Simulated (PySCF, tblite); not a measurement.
**C₈H₅NS: geometry, infrared bands and NMR shifts**

Wanted: the infrared bands and NMR shifts of C₈H₅NS (`C#Cc1csc2cc[nH]c12`), by calculation.

Computed with tblite 0.8.0 and PySCF 2.14.0, with density-fitted response routines of our own, on a single molecule in the gas phase. Atoms are numbered from 0 throughout.

## Step 1: The starting structure

15 atoms, charge 0, multiplicity 1; geometry from: force field or distance geometry start.

Bonds of the start (Å): C0–C1 1.20, C1–C2 1.43, C2–C3 1.39, C3–S4 1.72, S4–C5 1.73, C5–C6 1.43, C6–C7 1.38, C7–N8 1.37, N8–C9 1.38, C9–C2 1.40, C9–C5 1.37, C0–H10 1.07, C3–H11 1.08, C6–H12 1.08, C7–H13 1.09, N8–H14 1.00.

## Step 2: Geometry optimisation with GFN2-xTB

The job: settings as JSON, then the geometry in Å.

```
{"job": {"kind": "relax", "xc": "GFN2-xTB", "basis": "xTB"}, "charge": 0, "multiplicity": 1}
C     -2.987000    -1.657900     0.326800
C     -2.169300    -0.784400     0.310300
C     -1.169900     0.235300     0.314500
C     -1.422300     1.588600     0.484200
S     -0.003800     2.556600     0.430800
C      0.952700     1.141800     0.140200
C      2.319800     0.784400    -0.073500
C      2.325400    -0.584100    -0.219500
N      1.043700    -1.066600    -0.114300
C      0.199700     0.003500     0.114500
H     -3.740200    -2.421300     0.333800
H     -2.378400     2.058300     0.668900
H      3.171100     1.441000    -0.093900
H      3.141900    -1.274600    -0.406900
H      0.712400    -2.012700    -0.180300
```

Started as:

```console
OMP_NUM_THREADS=1 python probes_run.py task.json out
```

The driver reads the jobs from task.json and runs them one after another.

**Question.** This job is followed by: GFN2-xTB harmonic vibrations, gas phase; GIAO PBE0/pcSseg-1 NMR shielding, non-relativistic, gas phase. What will the session give for the following? strongest single infrared mode (GFN2-xTB); zero-point energy (GFN2-xTB); ¹³C shifts against TMS (PBE0/pcSseg-1); ¹H shifts against TMS (PBE0/pcSseg-1); ³³S shifts against CS2 (PBE0/pcSseg-1); ¹⁵N shifts against NH3 (PBE0/pcSseg-1); surface potential, 1st and 99th percentile.

As calculated:

| quantity | value |
| --- | --- |
| strongest single infrared mode (GFN2-xTB) | 1493 cm⁻¹, 66 km/mol |
| zero-point energy (GFN2-xTB) | 64.4 kcal/mol |
| ¹³C shifts against TMS (PBE0/pcSseg-1) | 141.6, 140.0, 133.2, 124.6, 108.7, 107.3, 87.8, 81.5 ppm |
| ¹H shifts against TMS (PBE0/pcSseg-1) | 7.99, 7.34, 6.98, 6.66, 2.85 ppm |
| ³³S shifts against CS2 (PBE0/pcSseg-1) | 140 ppm |
| ¹⁵N shifts against NH3 (PBE0/pcSseg-1) | 152.1 ppm |
| surface potential, 1st and 99th percentile | -0.82 V and 2.16 V |

In words: Over 14 steps the energy fell by 0.094 eV; of the close pairs, C5–C9 changed most, 1.365 to 1.394 Å. No mode is imaginary among the 39: a minimum at this level. The strongest single mode, at 1493 cm⁻¹, is spread over several atoms, C7, C2, C6, C3 among them. GFN2-xTB is a fitted tight-binding method: band positions and strengths are rough. Its intensities can rank the bands wrongly. At PBE0/pcSseg-1: The widest tensor belongs to C1: span 292 ppm, with a paramagnetic part of -138 ppm. NICS(1)zz of -21 ppm above the planar ring from C2 marks a diatropic (aromatic) ring current. NICS(1)zz of -29 ppm above the planar ring from C5 marks a diatropic (aromatic) ring current. At PBE0/pcSseg-1, counted by nearest atom on the grid, the HOMO lies on C3, C7 about 18 % each; C2, C6, C9 about 10 % each, the LUMO on C3 27 %; C2 15 %.
